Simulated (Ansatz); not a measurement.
# GeSb4Te7: the cost of one run

Method: DFT PBE, scalar-relativistic, plane waves, PAW, in Ansatz 0.2.0.

## (1) Starting point

It takes space group P-3m1 (No. 164, trigonal). The conventional cell has a = 4.289 Å, b = 4.289 Å, c = 24.638 Å, α = 90.00°, β = 90.00°, γ = 120.00°. Around Ge (site symmetry -3m) lie 6 Te at 3.00 Å. Around Sb (site symmetry 3m) lie 6 Te at 3.01 to 3.18 Å. Sb (site symmetry 3m) is surrounded by 6 Te at 3.00 to 3.19 Å. Te (site symmetry 3m) is surrounded by 3 Sb at 3.01 Å. Te (site symmetry 3m) has 3 Sb at 3.00 Å in its first shell of neighbours. Te (site symmetry 3m) is surrounded by 3 Ge at 3.00 Å and 3 Sb at 3.19 Å. Te (site symmetry -3m) is surrounded by 6 Sb at 3.18 Å.

As a file:

```cif
data_structure
_symmetry_space_group_name_H-M 'P 1'
_symmetry_Int_Tables_number 1
_cell_length_a 8.5786
_cell_length_b 8.5786
_cell_length_c 24.6378
_cell_angle_alpha 90.000
_cell_angle_beta 90.000
_cell_angle_gamma 120.000
_cell_volume 1570.24
loop_
_atom_site_label
_atom_site_type_symbol
_atom_site_fract_x
_atom_site_fract_y
_atom_site_fract_z
_atom_site_occupancy
Ge1 Ge 0.00000 0.00000 0.50000 1
Ge2 Ge 0.00000 0.50000 0.50000 1
Ge3 Ge 0.50000 0.00000 0.50000 1
Ge4 Ge 0.50000 0.50000 0.50000 1
Sb1 Sb 0.33333 0.16667 0.91890 1
Sb2 Sb 0.33333 0.66667 0.91890 1
Sb3 Sb 0.83333 0.16667 0.91890 1
Sb4 Sb 0.83333 0.66667 0.91890 1
Sb5 Sb 0.16667 0.33333 0.34975 1
Sb6 Sb 0.16667 0.83333 0.34975 1
Sb7 Sb 0.66667 0.33333 0.34975 1
Sb8 Sb 0.66667 0.83333 0.34975 1
Sb9 Sb 0.16667 0.33333 0.08110 1
Sb10 Sb 0.16667 0.83333 0.08110 1
Sb11 Sb 0.66667 0.33333 0.08110 1
Sb12 Sb 0.66667 0.83333 0.08110 1
Sb13 Sb 0.33333 0.16667 0.65025 1
Sb14 Sb 0.33333 0.66667 0.65025 1
Sb15 Sb 0.83333 0.16667 0.65025 1
Sb16 Sb 0.83333 0.66667 0.65025 1
Te1 Te 0.16667 0.33333 0.84973 1
Te2 Te 0.16667 0.83333 0.84973 1
Te3 Te 0.66667 0.33333 0.84973 1
Te4 Te 0.66667 0.83333 0.84973 1
Te5 Te 0.33333 0.16667 0.15027 1
Te6 Te 0.33333 0.66667 0.15027 1
Te7 Te 0.83333 0.16667 0.15027 1
Te8 Te 0.83333 0.66667 0.15027 1
Te9 Te 0.00000 0.00000 0.71898 1
Te10 Te 0.00000 0.50000 0.71898 1
Te11 Te 0.50000 0.00000 0.71898 1
Te12 Te 0.50000 0.50000 0.71898 1
Te13 Te 0.33333 0.16667 0.43139 1
Te14 Te 0.33333 0.66667 0.43139 1
Te15 Te 0.83333 0.16667 0.43139 1
Te16 Te 0.83333 0.66667 0.43139 1
Te17 Te 0.16667 0.33333 0.56861 1
Te18 Te 0.16667 0.83333 0.56861 1
Te19 Te 0.66667 0.33333 0.56861 1
Te20 Te 0.66667 0.83333 0.56861 1
Te21 Te 0.00000 0.00000 0.00000 1
Te22 Te 0.00000 0.50000 0.00000 1
Te23 Te 0.50000 0.00000 0.00000 1
Te24 Te 0.50000 0.50000 0.00000 1
Te25 Te 0.00000 0.00000 0.28102 1
Te26 Te 0.00000 0.50000 0.28102 1
Te27 Te 0.50000 0.00000 0.28102 1
Te28 Te 0.50000 0.50000 0.28102 1
```

The runs take a perfect supercell of 48 atoms; the defect goes to fractional position (0.333, 0.167, 0.919).

## (2) The perfect supercell

Input file input.yaml:

```yaml
crystal:
  lattice:
    - [8.578601, 0.0, 0.0]
    - [-4.2893, 7.429286, 0.0]
    - [0.0, 0.0, 24.637778]
  atoms:
    - { symbol: Ge, position: [0.0, 0.0, 0.5] }
    - { symbol: Ge, position: [0.0, 0.5, 0.5] }
    - { symbol: Ge, position: [0.5, 0.0, 0.5] }
    - { symbol: Ge, position: [0.5, 0.5, 0.5] }
    - { symbol: Sb, position: [0.333333, 0.166667, 0.918899] }
    - { symbol: Sb, position: [0.333333, 0.666667, 0.918899] }
    - { symbol: Sb, position: [0.833333, 0.166667, 0.918899] }
    - { symbol: Sb, position: [0.833333, 0.666667, 0.918899] }
    - { symbol: Sb, position: [0.166667, 0.333333, 0.349752] }
    - { symbol: Sb, position: [0.166667, 0.833333, 0.349752] }
    - { symbol: Sb, position: [0.666667, 0.333333, 0.349752] }
    - { symbol: Sb, position: [0.666667, 0.833333, 0.349752] }
    - { symbol: Sb, position: [0.166667, 0.333333, 0.081101] }
    - { symbol: Sb, position: [0.166667, 0.833333, 0.081101] }
    - { symbol: Sb, position: [0.666667, 0.333333, 0.081101] }
    - { symbol: Sb, position: [0.666667, 0.833333, 0.081101] }
    - { symbol: Sb, position: [0.333333, 0.166667, 0.650248] }
    - { symbol: Sb, position: [0.333333, 0.666667, 0.650248] }
    - { symbol: Sb, position: [0.833333, 0.166667, 0.650248] }
    - { symbol: Sb, position: [0.833333, 0.666667, 0.650248] }
    - { symbol: Te, position: [0.166667, 0.333333, 0.849732] }
    - { symbol: Te, position: [0.166667, 0.833333, 0.849732] }
    - { symbol: Te, position: [0.666667, 0.333333, 0.849732] }
    - { symbol: Te, position: [0.666667, 0.833333, 0.849732] }
    - { symbol: Te, position: [0.333333, 0.166667, 0.150268] }
    - { symbol: Te, position: [0.333333, 0.666667, 0.150268] }
    - { symbol: Te, position: [0.833333, 0.166667, 0.150268] }
    - { symbol: Te, position: [0.833333, 0.666667, 0.150268] }
    - { symbol: Te, position: [0.0, 0.0, 0.718978] }
    - { symbol: Te, position: [0.0, 0.5, 0.718978] }
    - { symbol: Te, position: [0.5, 0.0, 0.718978] }
    - { symbol: Te, position: [0.5, 0.5, 0.718978] }
    - { symbol: Te, position: [0.333333, 0.166667, 0.431394] }
    - { symbol: Te, position: [0.333333, 0.666667, 0.431394] }
    - { symbol: Te, position: [0.833333, 0.166667, 0.431394] }
    - { symbol: Te, position: [0.833333, 0.666667, 0.431394] }
    - { symbol: Te, position: [0.166667, 0.333333, 0.568606] }
    - { symbol: Te, position: [0.166667, 0.833333, 0.568606] }
    - { symbol: Te, position: [0.666667, 0.333333, 0.568606] }
    - { symbol: Te, position: [0.666667, 0.833333, 0.568606] }
    - { symbol: Te, position: [0.0, 0.0, 0.0] }
    - { symbol: Te, position: [0.0, 0.5, 0.0] }
    - { symbol: Te, position: [0.5, 0.0, 0.0] }
    - { symbol: Te, position: [0.5, 0.5, 0.0] }
    - { symbol: Te, position: [0.0, 0.0, 0.281022] }
    - { symbol: Te, position: [0.0, 0.5, 0.281022] }
    - { symbol: Te, position: [0.5, 0.0, 0.281022] }
    - { symbol: Te, position: [0.5, 0.5, 0.281022] }
basis:
  ecutwfc: 420
  fft_grid_basis: typed
kpoints:
  mp_grid: { grid: [3, 3, 1] }
hamiltonian:
  xc: pbe
  pseudopotentials: { kind: paw }
scf:
  occupations: { method: gaussian, width: 0.05 }
output:
  forces: true
  stress: false
  eigenvalues: true
  bader: false
  write_density: true
  volumetric_format: npy
```

Started as:

```console
$ ansatz run input.yaml --threads 8 --pin off --max-ram 16384MiB --backend cpu --events-out ev --progress --plain --runs-dir out
```

Q: Estimate wall time and peak memory on 8 threads of Arm Neoverse N1, shared host.

About 59 s, with a peak of 8.6 GiB.
